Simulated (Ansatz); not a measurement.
# CH3BrClGaO: an energy map over bond length O2–Ga3 and angle O2–Ga3–Br5

Aim: map the energy of CH₃BrClGaO, SMILES C[O][Ga]([Cl])[Br] over two coordinates, and find its wells, ridges and stiffness.

Program: Ansatz 0.2.0. Level of theory: RKS r2SCAN-D4/def2-SVP. These are calculated values, not measurements.

## (1) Starting geometry

SMILES `C[O][Ga]([Cl])[Br]`, 8 atoms, charge 0, spin multiplicity 1.

Atoms are counted from 1 here; the program's logs count them from 0.

Bond lengths: C1–O2 1.421 Å, C1–H6 1.112 Å, C1–H7 1.113 Å, C1–H8 1.112 Å, O2–Ga3 1.785 Å, Ga3–Cl4 2.156 Å, Ga3–Br5 2.274 Å. Angles: O2–C1–H6 109.5°, O2–C1–H7 113.7°, O2–C1–H8 109.6°, H6–C1–H7 108.0°, H6–C1–H8 107.9°, H7–C1–H8 108.0°, C1–O2–Ga3 122.9°, O2–Ga3–Cl4 119.2°, O2–Ga3–Br5 118.7°, Cl4–Ga3–Br5 122.2°.

Coordinates:

```xyz
8
CH3BrClGaO
C    -0.4172   -0.5017    1.1471
O    -0.2297    0.6636    0.3555
Ga    0.4612    0.6162   -1.2893
Cl    1.0474   -1.2814   -2.1281
Br    0.6974    2.5694   -2.4293
H     0.1492   -0.3994    2.0988
H    -0.0849   -1.4398    0.6492
H    -1.4949   -0.6108    1.3998
```

This geometry comes from a loose relaxation at PBE in a small basis, which is not shown.

## (3) Plan of the scan

First coordinate, bond length O2–Ga3: 15 values from 1.481 to 2.292 Å. Second coordinate, angle O2–Ga3–Br5: 15 values from 84 to 154 °.

Nothing else is relaxed (all other coordinates rigid). Energies count from the relaxed molecule at the same level.

(The set-up runs are not shown.)

## (4) Point bond length O2–Ga3 = 1.771 Å, angle O2–Ga3–Br5 = 119°

Contents of input.yaml:

```yaml
crystal:
  periodic: [false, false, false]
  atoms:
    - { symbol: C, position_ang: [-0.417064, -0.503162, 1.146351] }
    - { symbol: O, position_ang: [-0.222013, 0.645083, 0.341507] }
    - { symbol: Ga, position_ang: [0.46403, 0.611995, -1.290881] }
    - { symbol: Cl, position_ang: [1.050386, -1.261384, -2.137938] }
    - { symbol: Br, position_ang: [0.694308, 2.549996, -2.419074] }
    - { symbol: H, position_ang: [0.146492, -0.391228, 2.088416] }
    - { symbol: H, position_ang: [-0.09044, -1.438348, 0.656864] }
    - { symbol: H, position_ang: [-1.487557, -0.599677, 1.396198] }
basis:
  gaussian: { orbitals: def2-SVP }
hamiltonian:
  xc: r2scan
  dispersion: d4
output:
  forces: true
```

Run with:

```
$ ansatz run input.yaml --threads 1 --pin off --max-ram 2560MiB --backend cpu --events-out ev --progress --plain --runs-dir out
```

Further runs follow: the other points that were computed.

What does the calculation give? Wanted: lowest point; highest computed point; largest force on an atom.

The runs gave:

| quantity | value |
| --- | --- |
| lowest point | bond length O2–Ga3 = 1.771 Å, angle O2–Ga3–Br5 = 119°, 0.018 kcal/mol |
| highest computed point | bond length O2–Ga3 = 1.481 Å, angle O2–Ga3–Br5 = 154°, 140.4 kcal/mol above the lowest |
| largest force on an atom (eV/Å) | 0.2 at bond length O2–Ga3 = 1.771 Å, angle O2–Ga3–Br5 = 119° to 17.0 at bond length O2–Ga3 = 1.481 Å, angle O2–Ga3–Br5 = 84°; 0.2 at the lowest point |
| time for the whole task | 21 min on 1 thread, shared host |

In words: The lowest computed point is at bond length O2–Ga3 = 1.771 Å, angle O2–Ga3–Br5 = 119°, 0.018 kcal/mol from the relaxed molecule at the same level. The grid is coarse, so the lowest point of the scanned range may lie between grid points; coordinates that were held can hide deeper minima. No other kind of well shows on this grid. The highest computed point, bond length O2–Ga3 = 1.481 Å, angle O2–Ga3–Br5 = 154°, lies 140.4 kcal/mol above the lowest. Round the minimum the two coordinates are nearly uncoupled.
